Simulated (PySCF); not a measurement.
# C5H5F3Si: electronic excitations

Wanted: the electronic excitations of C5H5F3Si (`C#C[SiH2]/C=C\C(F)(F)F`), by calculation.

Computed with PySCF 2.14.0, with density-fitted response routines of our own, on a single molecule in the gas phase. Atoms are numbered from 0 throughout.

**1. The molecule as given**

14 atoms, charge 0, multiplicity 1; geometry from: GFN2-xTB.

Bonds of the start (Å): C0–C1 1.20, C1–Si2 1.85, Si2–C3 1.90, C3–C4 1.32, C4–C5 1.49, C5–F6 1.34, C5–F7 1.35, C5–F8 1.35, C0–H9 1.05, Si2–H10 1.46, Si2–H11 1.46, C3–H12 1.08, C4–H13 1.08.

**2. Excited states and response: CAM-B3LYP/def2-SVPD**

What the job is given:

```
{"job": {"kind": "uv", "xc": "CAM-B3LYP", "basis": "def2-SVPD", "nstates": 8, "ntriplets": 3}, "charge": 0, "multiplicity": 1}
C      3.753916     0.198601     0.183806
C      2.578520     0.451581     0.194446
Si     0.774300     0.861427     0.219862
C     -0.034658    -0.629458    -0.640865
C     -1.316425    -0.954205    -0.580676
C     -2.302376    -0.168184     0.220877
F     -3.569638    -0.471925    -0.093862
F     -2.183863    -0.383366     1.547634
F     -2.179542     1.163091     0.056843
H      4.781900    -0.027166     0.173202
H      0.522130     2.055103    -0.590468
H      0.323824     0.978480     1.606014
H      0.604327    -1.267059    -1.237244
H     -1.753093    -1.807392    -1.081734
```

Level: TDDFT CAM-B3LYP/def2-SVPD, vertical, gas phase, core orbitals frozen in the response.

Launch:

```sh
$ OMP_NUM_THREADS=1 python probes_run.py task.json out
```

This one command runs all jobs of the session in turn.

Predict these results of the whole session: lowest singlet (CAM-B3LYP/def2-SVPD); brightest single state of those computed; lowest triplet.

**Answer**, as computed:

| quantity | value |
| --- | --- |
| lowest singlet (CAM-B3LYP/def2-SVPD) | 6.05 eV (205 nm), f = 0.002 |
| brightest single state of those computed | state 5, 6.92 eV, f = 0.286 |
| lowest triplet | 4.11 eV |

In words: The first singlet state (HOMO−1→LUMO 0.36, HOMO−1→LUMO+3 0.26) lies at 6.05 eV and is weak; of the 8 states computed, the strongest absorption comes from state 5 at 6.92 eV. The lowest triplet lies 1.94 eV below the lowest singlet (triplets in Tamm-Dancoff, singlets in full TDDFT).
